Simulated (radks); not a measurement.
# Se⁺ in [Ar] 3d10 4p3 4f2: an all-electron calculation

An exercise on one series of results from a longer session: the logs are not shown, and one member is left open.

The numbers are computed with radks (a radial shooting solver on a logarithmic mesh, Libxc functionals) version 1 (Dirac Kohn-Sham, B86b exchange with PBE correlation, spin-unpolarised, spherical densities, point nucleus; open shells fill j = l - 1/2 first), except any that are marked as measured or tabulated.

### The system

- element: selenium (Z = 34)
- charge: +1
- electrons: 33
- configuration: [Ar] 3d10 4p3 4f2

Set-up of the first run:

Settings of this run:

```text
Z 34
configuration [Ar] 3d10 4p3 4f2
relativity Dirac
functional b86_mgc,pbe
spin unpolarised
j_filling energy
nucleus point
c 137.035999084
```

Steps of the session up to this table: Self-consistent calculation.

One table of the session follows, with a row left open; its other results are not shown here.

It belongs to the step «Orbitals and density». From the orbitals of this run (lengths in bohr):

| level | <r> | outermost maximum (interpolated) | 90 % within | nodes |
| --- | --- | --- | --- | --- |
| 1s1/2 | 0.04408 | 0.0288 | 0.0788 | 0 |
| 2s1/2 | 0.1956 | 0.165 | 0.303 | 1 |
| 2p1/2 | 0.1685 | 0.130 | 0.276 | 0 |
| 2p3/2 | 0.1723 | 0.133 | 0.281 | 0 |
| 3s1/2 | 0.5733 | 0.502 | 0.855 | 2 |
| 3p1/2 | 0.5814 | 0.495 | 0.890 | 1 |
| 3p3/2 | 0.5919 | 0.503 | 0.905 | 1 |
| 3d3/2 | 0.6220 | 0.451 | 1.03 | 0 |
| 3d5/2 | 0.6261 | 0.454 | 1.04 | 0 |
| 4p1/2 | 1.855 | 1.61 | 2.74 | 2 |
| 4p3/2 | ? | ? | ? | ? |
| 4f5/2 | 6.366 | 5.67 | 9.49 | 0 |
| 4f7/2 | 6.366 | 5.67 | 9.49 | 0 |

Q: Estimate the row for 4p3/2 from the others.

**Answer.** <r>: 1.881; outermost maximum (interpolated): 1.64; 90 % within: 2.78; nodes: 2. In the column «<r>» it lies between 4p1/2 (1.855) and 4f5/2 (6.366).
